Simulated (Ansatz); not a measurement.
**AlH5O3Si: molecular dynamics**

Purpose: to follow the molecule's vibrations and see whether its bonds hold. The start is relaxed first. Runs: 500 steps of 0.5 fs at constant energy, with velocities drawn for 300 K.

All numbers below are computed with Ansatz 0.2.0 (RKS revPBE-D4/6-31G).

## Step 1: The system as given

Bond lengths: Al1–O2 1.780 Å, O2–Si3 1.680 Å, Si3–H4 1.460 Å, Si3–H5 1.460 Å, Si3–H6 1.460 Å, Al1–O7 1.780 Å, O7–H8 1.010 Å, Al1–O9 1.780 Å, O9–H10 1.010 Å. Angles: Al1–O2–Si3 125.0°, O2–Al1–O7 120.0°, O2–Al1–O9 120.0°, O7–Al1–O9 120.0°, O2–Si3–H4 109.5°, O2–Si3–H5 109.5°, O2–Si3–H6 109.5°, H4–Si3–H5 109.4°, H4–Si3–H6 109.4°, H5–Si3–H6 109.4°, Al1–O7–H8 109.5°, Al1–O9–H10 109.5°.

As a file:

```xyz
10

Al    0.0000    0.0000    0.0000
O     0.0000    0.0000    1.7800
Si   -1.3147   -0.4067    2.7436
H    -2.2390   -1.2403    1.9804
H    -0.8506   -1.1432    3.9157
H    -1.9987    0.8095    3.1733
O     1.5415    0.0000   -0.8900
H     1.8414   -0.9519   -1.0449
O    -1.5415    0.0000   -0.8900
H    -2.0512   -0.8467   -0.6815
```

## Step 2: Preparing the start

input.yaml reads:

```yaml
crystal:
  periodic: [false, false, false]
  atoms:
    - { symbol: Al, position_ang: [0.0, 0.0, 0.0] }
    - { symbol: O, position_ang: [0.0, 0.0, 1.78] }
    - { symbol: Si, position_ang: [-1.3147, -0.4067, 2.7436] }
    - { symbol: H, position_ang: [-2.239, -1.2403, 1.9804] }
    - { symbol: H, position_ang: [-0.8506, -1.1432, 3.9157] }
    - { symbol: H, position_ang: [-1.9987, 0.8095, 3.1733] }
    - { symbol: O, position_ang: [1.5415, 0.0, -0.89] }
    - { symbol: H, position_ang: [1.8414, -0.9519, -1.0449] }
    - { symbol: O, position_ang: [-1.5415, 0.0, -0.89] }
    - { symbol: H, position_ang: [-2.0512, -0.8467, -0.6815] }
basis:
  gaussian: { orbitals: "6-31G" }
hamiltonian:
  xc: revpbe
  dispersion: d4
relax:
  f_tol: 0.02
  max_steps: 40
```

Launch:

```console
$ ansatz run input.yaml --threads 1 --pin off --max-ram 2048MiB --backend cpu --events-out ev --progress --plain --runs-dir out
```

The runs that follow: The run.

**Question.** What will these runs give? Wanted: relaxation of the start; temperature, first and last step; temperature, second half; potential energy, second half; largest change of the total energy; bonds formed or broken.

As calculated:

| quantity | value |
| --- | --- |
| relaxation of the start | 13 moves, 0.874 eV lower |
| length | 500 steps of 0.5 fs |
| temperature, first and last step | 300 and 164 K |
| temperature, second half | mean 163 K, from 99 to 215 K |
| potential energy, second half | +14 meV/atom from the start |
| largest change of the total energy | 0.07 meV/atom |
| bonds formed or broken | 0 |

What this shows: The temperature starts at 300 K and averages 163 K in the second half, where it ranges from 99 to 215 K. About half is expected from a start at a minimum: kinetic energy passes into potential energy until both shares match. The total energy strays from its start by at most 0.07 meV/atom, 0.4 % of the mean kinetic energy, which is good for a step of 0.5 fs. No bond forms or breaks. Averages from a run of 250 fs with 10 atoms are rough. The nuclei move classically, without zero-point motion, which matters most for hydrogen. The basis is very small, so the numbers are rough.
